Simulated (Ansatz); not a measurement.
A first try at a band structure of GdMg, space group Pm-3m, using the Python package of Ansatz (0.2.0).

`gdmg.py`
```python
"""Bands of GdMg along a path through the zone."""

import ansatz as az
import numpy as np


def main() -> None:
    system = (
        az.Lattice.of((3.824, 0.0, 0.0), (0.0, 3.824, 0.0), (0.0, 0.0, 3.824))
        .atom("Gd", (0.0, 0.0, 0.0))
        .atom("Mg", (0.5, 0.5, 0.5))
        .moments(Gd=9.1)
    )

    # vertices of the path, as fractions of the reciprocal vectors
    path = [
        ("G", (0.0, 0.0, 0.0)),
        ("X", (0.0, 0.5, 0.0)),
        ("M", (0.5, 0.5, 0.0)),
        ("G", (0.0, 0.0, 0.0)),
        ("R", (0.5, 0.5, 0.5)),
    ]
    setup = (
        system.calculation()
        .spin(az.SpinTreatment.COLLINEAR)
        .kpoints(6, 6, 6)  # the mesh must be finer for metals
        .basis(550)  # plane waves up to this kinetic energy
        .occupations("Fermi-Dirac")  # smearing steadies the SCF of a metal
        .functional("lda")
        .correlation("mp2")
        .band_structure([point for _, point in path], intervals=8)  # levels along the path at the converged density
        .scf(extra_bands=6)
    )
    def show(event):
        row = event["data"]
        if event["event"] == "scf_iter" and row.get("harris_foulkes_ev") is not None:
            print(f"  iteration {row['iter']:3d}  Harris-Foulkes {row['harris_foulkes_ev']:.5f} eV  residual {row['dr2_ev']:.2e}")


    out = setup.session().plan().execute(on_event=show)
    report = out.report

    energy = report["free_energy_ev"]
    print("GdMg: {:.6f} eV = {:.6f} Ry = {:.6f} Ha".format(energy, energy / 13.605693, energy / 27.211386))
    print("Fermi level {:.4f} eV, {} k-points, {} symmetry operations".format(report["fermi_energy_ev"], report["n_kpoints"], report["n_symmetry_ops"]))

    bands = out.band_structure()
    fermi = bands.fermi_energy_ev
    print(f"zero of the bands: {fermi:.3f} eV, the Fermi level found on the SCF mesh")
    for spin, channel in enumerate(bands.channels):
        print("channel", spin, "- computed levels within 6 eV of the Fermi level")
        for i, (label, _) in enumerate(path):
            levels = channel.eigenvalues_ev[i * 8] - fermi
            print(f"  {label:3s}", " ".join(f"{e:7.3f}" for e in levels if abs(e) < 6))


if __name__ == "__main__":
    main()
```

```console
$ python gdmg.py
Traceback (most recent call last):
  File "gdmg.py", line 58, in <module>
    main()
    ~~~~^^
  File "gdmg.py", line 40, in main
    out = setup.session().plan().execute(on_event=show)
          ~~~~~~~~~~~~~^^
  ...
ansatz.RefusalError: invalid value for `correlation`: it needs basis.gaussian or hamiltonian.integrals
$ echo $?
1
```
(Library frames cut from the traceback.)

What is wrong, and how is it mended?

The fault: a wavefunction method is asked of a plane-wave crystal. Mended:

```diff
--- before
+++ after
@@ -29,3 +29,2 @@
         .functional("lda")
-        .correlation("mp2")
         .band_structure([point for _, point in path], intervals=8)  # levels along the path at the converged density
```

After the fix:

Running `python gdmg.py` prints:
```text
DeckWarning: the band count 20 (scf.n_extra_bands) hosts the net moment |M| = 9.1000 μB (N_el = 28) but caps the reachable moment at 2·n_bands − N_el = 12.0000 μB, below the 23 bands that the automatic rule leaves for it — a moment growing past the seed, or the majority channel's smearing tail, pins there with fewer [...]
DeckWarning: where an SCF of this run starts from atoms to list the orders of its open shells, Gd (site 0, from 0) starts with 6.64 μB on its 4f shell and 0.64 μB on its 5d shell, in the place of the 9.10 μB that the deck gives it: its open shells can hold no more by Hund's first rule. To start from spheres of the given moment, type scf.initial_density.shell_occupations: []
  iteration   1  Harris-Foulkes -11028.53602 eV  residual 1.16e-01
  iteration   2  Harris-Foulkes -11028.53638 eV  residual 1.02e-01
  iteration   3  Harris-Foulkes -11028.62109 eV  residual 7.53e-03
  iteration   4  Harris-Foulkes -11028.61254 eV  residual 4.20e-03
  iteration   5  Harris-Foulkes -11028.61459 eV  residual 3.87e-04
  iteration   6  Harris-Foulkes -11028.61475 eV  residual 2.08e-05
  iteration   7  Harris-Foulkes -11028.61476 eV  residual 2.06e-06
  iteration   8  Harris-Foulkes -11028.61476 eV  residual 1.60e-07
  iteration   9  Harris-Foulkes -11028.61476 eV  residual 1.25e-08
  iteration  10  Harris-Foulkes -11028.61476 eV  residual 1.55e-08
GdMg: -11028.614759 eV = -810.588241 Ry = -405.294121 Ha
Fermi level 9.1845 eV, 20 k-points, 48 symmetry operations
zero of the bands: 9.184 eV, the Fermi level found on the SCF mesh
channel 0 - computed levels within 6 eV of the Fermi level
  G    -5.764  -4.407  -4.407  -4.407  -4.402  -4.402  -4.402  -4.388  -0.647  -0.647   3.364   3.364
  X    -4.465  -4.428  -4.402  -4.402  -4.399  -4.365  -4.365  -3.176  -2.705   0.095   1.224   1.224
  M    -4.444  -4.444  -4.415  -4.393  -4.393  -4.369  -4.359  -2.856  -0.787   0.112   0.112   1.827
  G    -5.764  -4.407  -4.407  -4.407  -4.402  -4.402  -4.402  -4.388  -0.647  -0.647   3.364   3.364
  R    -4.455  -4.421  -4.421  -4.421  -4.365  -4.365  -4.365  -1.541  -1.541  -1.541   1.692   3.622
channel 1 - computed levels within 6 eV of the Fermi level
  G    -5.367   0.139   0.139   0.487   0.487   0.487   0.495   0.495   0.495   0.567   4.430   4.430
  X    -2.653  -2.367   0.374   0.470   0.501   0.501   0.535   0.610   0.610   1.016   1.962   1.962
  M    -2.484  -0.039   0.124   0.124   0.475   0.492   0.492   0.589   0.625   0.955   0.955   2.694
  G    -5.367   0.139   0.139   0.487   0.487   0.487   0.495   0.495   0.495   0.567   4.430   4.430
  R    -1.045  -1.045  -1.045   0.089   0.505   0.505   0.505   0.574   0.574   0.574   2.267   4.343
```
(Warnings from the package without file and line, shortened.)

Notes:
- Absolute energies stand on the zero of these potentials, so only differences at equal settings mean something. A total without «per atom» is that of the cell as typed.
- Open f shells: without a Hubbard U, without spin-orbit coupling; the state reached hangs on the start and needn't be the lowest.
- The computed bands are complete only to about 1.2 eV above the Fermi level.
- The mesh is modest for a metal, so energies can be off by several to tens of meV an atom and pressures by half a GPa or more; differences at equal mesh fare better.
- An absolute Fermi energy rests on an arbitrary zero of the periodic potential and has no direct meaning.
- The structure is a deposited one; some such entries were measured under pressure or heat, so a shift against it needn't be the functional's error alone.
- Levels are Kohn-Sham eigenvalues on this mesh, without spin-orbit coupling.
- It ran for 6.7 s on 1 thread of Arm Neoverse V2, on a shared host, peak memory 0.44 GiB.

(Lines on the test bed's own set-up are left out of the output.)
